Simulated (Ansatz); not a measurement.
# AlClGeH₄ (SMILES [AlH2][GeH2][Cl]): one structure at several levels

One table from this session's results is given with a row withheld; the runs are named, their logs left out.

The runs use Ansatz 0.2.0, Gaussian basis; single points in def2-TZVPP.

Correlated methods freeze the cores. Filled d shells of the heavier atoms are correlated.

## Where the work starts

SMILES `[AlH2][GeH2][Cl]`, 7 atoms, charge 0, spin multiplicity 1.

Atoms are counted from 1 here; the program's logs count them from 0.

Bond lengths: Al1–Ge2 2.447 Å, Al1–H4 1.559 Å, Al1–H5 1.531 Å, Ge2–Cl3 2.134 Å, Ge2–H6 1.540 Å, Ge2–H7 1.626 Å. Angles: Ge2–Al1–H4 130.4°, Ge2–Al1–H5 107.2°, H4–Al1–H5 122.3°, Al1–Ge2–Cl3 121.6°, Al1–Ge2–H6 135.4°, Al1–Ge2–H7 79.1°, Cl3–Ge2–H6 102.7°, Cl3–Ge2–H7 103.4°, H6–Ge2–H7 96.9°.

As a file:

```xyz
7
AlClGeH4
Al   -1.0665    0.3188   -0.9850
Ge    0.7519   -0.5609    0.3969
Cl    0.3928   -1.3582    2.3437
H    -2.1510   -0.4266   -1.8207
H    -1.0666    1.8408   -0.8160
H     2.2477   -0.8558    0.1822
H     0.9038    1.0351    0.6668
```

The first run:

The input, run/in.yaml:

```yaml
crystal:
  periodic: [false, false, false]
  atoms:
    - {symbol: Al, position_ang: [-1.066500, 0.318800, -0.985000]}
    - {symbol: Ge, position_ang: [0.751900, -0.560900, 0.396900]}
    - {symbol: Cl, position_ang: [0.392800, -1.358200, 2.343700]}
    - {symbol: H, position_ang: [-2.151000, -0.426600, -1.820700]}
    - {symbol: H, position_ang: [-1.066600, 1.840800, -0.816000]}
    - {symbol: H, position_ang: [2.247700, -0.855800, 0.182200]}
    - {symbol: H, position_ang: [0.903800, 1.035100, 0.666800]}
basis:
  gaussian: {orbitals: def2-TZVPP}
correlation: {method: ccsd_t}
output: {forces: true}
```

No record of the launch command was kept for these runs.

Among the steps run: CCSD(T)/def2-TZVPP; PBE0-D4/def2-TZVPP; wB97M-V/def2-TZVPP; r2SCAN-D4/def2-TZVPP; PBE-D4/def2-TZVPP; B97M-V/def2-TZVPP; revPBE-D4/def2-TZVPP.

One table of the session follows, with a row left open; its other results are not shown here.

```
   method  RMS force component (eV/Å)  angle to CCSD(T) forces (°)  dipole (D)
  CCSD(T)                       0.568                    reference        2.53
  PBE0-D4                           ?                            ?           ?
  wB97M-V                       0.551                          4.2        2.65
r2SCAN-D4                       0.529                          4.3        2.50
   PBE-D4                       0.528                         15.9        2.38
   B97M-V                       0.502                          3.8        2.35
revPBE-D4                       0.542                         18.0        2.37
```

Estimate the missing values for PBE0-D4.

As computed: RMS force component (eV/Å): 0.530; angle to CCSD(T) forces (°): 5.0; dipole (D): 2.53. In the column «RMS force component (eV/Å)» it lies between r2SCAN-D4 (0.529) and revPBE-D4 (0.542).
